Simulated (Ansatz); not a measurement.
**ScGePd: properties at the relaxed cell**

One table from this session's results is given with a row withheld; the runs are named, their logs left out.

Program: Ansatz 0.2.0. Level of theory: DFT PBEsol, scalar-relativistic, plane waves, PAW. These are calculated values, not measurements.

## The system as given

Symmetry: P-62m, No. 189, hexagonal system. The conventional cell has a = 6.652 Å, b = 6.652 Å, c = 3.921 Å, α = 90.00°, β = 90.00°, γ = 120.00°. Sc (site symmetry m2m) has 5 Ge at 2.79 to 2.82 Å and 6 Pd at 2.94 to 3.14 Å as nearest neighbours. Ge (site symmetry -6) is surrounded by 3 Pd at 2.55 Å and 6 Sc at 2.79 Å. Ge (site symmetry -62m) is surrounded by 6 Pd at 2.56 Å and 3 Sc at 2.82 Å. Around Pd (site symmetry m2m) lie 4 Ge at 2.55 to 2.56 Å and 2 Pd at 2.86 Å.

As a file:

```cif
data_structure
_symmetry_space_group_name_H-M 'P 1'
_symmetry_Int_Tables_number 1
_cell_length_a 6.6520
_cell_length_b 6.6520
_cell_length_c 3.9210
_cell_angle_alpha 90.000
_cell_angle_beta 90.000
_cell_angle_gamma 120.000
_cell_volume 150.26
loop_
_atom_site_label
_atom_site_type_symbol
_atom_site_fract_x
_atom_site_fract_y
_atom_site_fract_z
_atom_site_occupancy
Sc1 Sc 0.00000 0.57669 0.00000 1
Sc2 Sc 0.42331 0.42331 0.00000 1
Sc3 Sc 0.57669 0.00000 0.00000 1
Ge1 Ge 0.33333 0.66667 0.50000 1
Ge2 Ge 0.66667 0.33333 0.50000 1
Ge3 Ge 0.00000 0.00000 0.00000 1
Pd1 Pd 0.00000 0.24813 0.50000 1
Pd2 Pd 0.75187 0.75187 0.50000 1
Pd3 Pd 0.24813 0.00000 0.50000 1
```

It goes back to an entry of the Materials Project, which need not be the stable form.

This cell was relaxed beforehand with the same method: volume 16.70 Å³/atom, gap on the mesh none (metal).

Set-up of the first run:

File input.yaml:

```yaml
crystal:
  lattice:
    - [6.5847575253, 0.0, 0.0]
    - [-3.2923787626, 5.7025672946, 0.0]
    - [0.0, 0.0, 3.8814342508]
  atoms:
    - { symbol: Sc, position: [0.0, 0.5766943254, 0.0] }
    - { symbol: Sc, position: [0.4233056746, 0.4233056746, 0.0] }
    - { symbol: Sc, position: [0.5766943254, 0.0, 0.0] }
    - { symbol: Ge, position: [0.3333333333, 0.6666666667, 0.5] }
    - { symbol: Ge, position: [0.6666666667, 0.3333333333, 0.5] }
    - { symbol: Ge, position: [0.0, 0.0, 0.0] }
    - { symbol: Pd, position: [0.0, 0.2481327333, 0.5] }
    - { symbol: Pd, position: [0.7518672667, 0.7518672667, 0.5] }
    - { symbol: Pd, position: [0.2481327333, 0.0, 0.5] }
basis:
  ecutwfc: 420
kpoints:
  mp_grid: { grid: [6, 6, 10] }
hamiltonian:
  xc: pbesol
scf:
  occupations: { method: gaussian, width: 0.1 }
output:
  forces: true
  stress: true
  eigenvalues: true
relax:
  adjacent_minimum: "off"
  f_tol: 0.01
  max_steps: 30
  cell: { stress_tol: 0.1, fix: [volume] }
```

Started as:

```console
> ansatz run input.yaml --threads 2 --pin off --max-ram 5120MiB --backend cpu --events-out ev --progress --plain --runs-dir out
```

Steps of the session up to this table: The cell scaled to 0.97 of its volume; Point at V/V0 = 1.03; Volume × 0.94; Volume × 1.06.

One of the session's tables, all rows but one given; the rest of the session is left out.

It belongs to the step «Fit of the equation of state». 

```
volume (Å³/atom)  energy above the lowest point (meV/atom)  pressure (GPa)
          15.693                                      28.5            9.69
          16.194                                         ?               ?
          16.695                                       0.0            0.01
          17.196                                       6.0           -3.74
          17.697                                      22.9           -6.90
```

**Question.** Estimate the row for volume (Å³/atom) = 16.194.

Worked estimate for «energy above the lowest point (meV/atom)». A straight line through the neighbours (15.693, 28.5) and (16.695, 0.0) gives 28.5 + (0.0 − 28.5) × (16.194 − 15.693) / (16.695 − 15.693) = 14.3; a parabola fitted to 3 rows on both sides gives 7.5.

**Answer.** energy above the lowest point (meV/atom): 6.7; pressure (GPa): 4.44. In «energy above the lowest point (meV/atom)» the line misses by +7.6 and the parabola by +0.8.
